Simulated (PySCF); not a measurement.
# GeH7NSi2: the cost of one run

The runs use PySCF 2.14.0, with density-fitted response routines of our own; the level of theory stands in each step. All values are computed, except where a source is named. Atoms count from 0, in the outputs and in this text.

## (1) The molecule as given

11 atoms, charge 0, multiplicity 1; geometry from: GFN2-xTB. The atoms were then displaced at random by about 0.01 Å, so the start is not that level's minimum.

Bonds of the start (Å): N0–Si1 1.74, Si1–Si2 2.33, Si2–Ge3 2.43, Ge3–N0 1.92, N0–H4 0.98, Si1–H5 1.47, Si1–H6 1.46, Si2–H7 1.47, Si2–H8 1.44, Ge3–H9 1.52, Ge3–H10 1.50.

## (2) Optimising the geometry at PBE0-D3(BJ)/def2-SVP

The job: settings as JSON, then the geometry in Å.

```
{"job": {"xc": "PBE0", "basis": "def2-SVP", "d3": "d3bj", "grid": 1, "shake": 0.01, "kind": "geom"}, "charge": 0, "multiplicity": 1}
N      0.693590    -1.066240     0.063450
Si    -1.038730    -1.077920     0.264870
Si    -0.990240     1.231770    -0.064870
Ge     1.367330     0.697260    -0.258930
H      1.229750    -1.883540     0.095390
H     -1.455950    -1.550940     1.589170
H     -1.721830    -1.875550    -0.750180
H     -1.179480     2.204280     1.022230
H     -1.475960     1.880160    -1.257630
H      2.440790     0.868530     0.801870
H      2.168830     0.546350    -1.521030
```

On the command line:

```
> OMP_NUM_THREADS=1 python probes_run.py task.json out
```

The driver reads the jobs from task.json and runs them one after another.

**Question.** How long does this first job take on 1 thread of Arm Neoverse V1, shared host, and how much memory does it need?

About 38 s, with a peak of 0.5 GiB.
